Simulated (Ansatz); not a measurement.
# CH₈N₂Si₂: basis-set convergence

One table from this session's results is given with a row withheld; the runs are named, their logs left out.

Computed with Ansatz 0.2.0, Gaussian basis. Level: one geometry, several basis sets.

The runs, in order: PBE0-D4/def2-SVP; ωB97M-V/def2-SVP; PBE0-D4/def2-QZVPP; ωB97M-V/def2-QZVPP; the functionals' def2-TZVPP values are taken from earlier runs.

### The relaxed structure

The geometry comes from an earlier relaxation with PBE0-D4 in a triple-zeta def2 set; it is a stationary point, not always the lowest conformer.

13 atoms, charge 0, spin multiplicity 1.

Atoms are counted from 1 here; the program's logs count them from 0.

Bond lengths: N1–Si2 1.711 Å, N1–H6 1.006 Å, N1–H7 1.006 Å, Si2–N3 1.711 Å, Si2–H8 1.490 Å, Si2–H9 1.485 Å, N3–C4 1.491 Å, N3–Si5 1.698 Å, C4–Si5 1.831 Å, C4–H10 1.089 Å, C4–H11 1.091 Å, Si5–H12 1.481 Å, Si5–H13 1.481 Å. Angles: Si2–N1–H6 120.8°, Si2–N1–H7 122.4°, H6–N1–H7 111.9°, N1–Si2–N3 116.1°, N1–Si2–H8 104.0°, N1–Si2–H9 110.2°, N3–Si2–H8 110.7°, N3–Si2–H9 104.3°, H8–Si2–H9 111.8°, Si2–N3–C4 130.9°, Si2–N3–Si5 153.5°, C4–N3–Si5 69.7°, N3–C4–Si5 60.5°, N3–C4–H10 115.2°, N3–C4–H11 115.8°, Si5–C4–H10 121.4°, Si5–C4–H11 120.1°, H10–C4–H11 113.1° and more.

Coordinates:

```xyz
13
charge 0, multiplicity 1
N    -2.2077   -1.0736    0.0833
Si   -0.7594   -0.6810    0.9044
N     0.3105    0.3694    0.0811
C     1.1453    0.1551   -1.1351
Si    1.5556    1.5219    0.0122
H    -2.2736   -1.9064   -0.4765
H    -2.8694   -0.3734   -0.2076
H    -0.1151   -2.0020    1.1493
H    -1.0653    0.0267    2.1738
H     0.6414    0.3409   -2.0826
H     1.7496   -0.7528   -1.1432
H     1.2002    2.9293   -0.2800
H     2.7083    1.4112    0.9356
```

The first run:

The input, in.yaml:

```yaml
crystal:
  periodic: [false, false, false]
  atoms:
    - {symbol: N, position_ang: [-2.207722, -1.073640, 0.083273]}
    - {symbol: Si, position_ang: [-0.759418, -0.681013, 0.904400]}
    - {symbol: N, position_ang: [0.310543, 0.369407, 0.081132]}
    - {symbol: C, position_ang: [1.145266, 0.155148, -1.135089]}
    - {symbol: Si, position_ang: [1.555595, 1.521893, 0.012165]}
    - {symbol: H, position_ang: [-2.273623, -1.906448, -0.476513]}
    - {symbol: H, position_ang: [-2.869394, -0.373437, -0.207592]}
    - {symbol: H, position_ang: [-0.115134, -2.001984, 1.149338]}
    - {symbol: H, position_ang: [-1.065289, 0.026740, 2.173842]}
    - {symbol: H, position_ang: [0.641373, 0.340919, -2.082565]}
    - {symbol: H, position_ang: [1.749632, -0.752809, -1.143156]}
    - {symbol: H, position_ang: [1.200234, 2.929277, -0.279990]}
    - {symbol: H, position_ang: [2.708338, 1.411246, 0.935553]}
basis:
  gaussian: {orbitals: def2-SVP}
hamiltonian: {xc: pbe0, dispersion: d4}
output: {orbitals: {seedname: orbitals}}
```

Run with:

```bash
ansatz run in.yaml --threads 4 --pin off --events-out ev --progress --plain --max-ram 10444MiB
```

Steps of the session up to this table: PBE0-D4 in def2-SVP; ωB97M-V in def2-SVP; PBE0-D4 in def2-QZVPP; ωB97M-V in def2-QZVPP.

One of the session's tables, all rows but one given; the rest of the session is left out.

It belongs to the step «Density functionals: the series». 

| functional | basis | HOMO (eV) | LUMO (eV) |
| --- | --- | --- | --- |
| PBE0-D4 | def2-SVP | -6.73 | 0.33 |
| PBE0-D4 | def2-TZVPP | -6.89 | -0.13 |
| PBE0-D4 | def2-QZVPP | ? | ? |
| ωB97M-V | def2-SVP | -9.00 | 2.25 |
| ωB97M-V | def2-TZVPP | -9.17 | 1.55 |
| ωB97M-V | def2-QZVPP | -9.20 | 1.22 |

**Question.** Estimate the row for PBE0-D4, def2-QZVPP.

**Answer.** HOMO (eV): -6.92; LUMO (eV): -0.27. In the column «HOMO (eV)» it lies between ωB97M-V, def2-SVP (-9.00) and PBE0-D4, def2-TZVPP (-6.89).
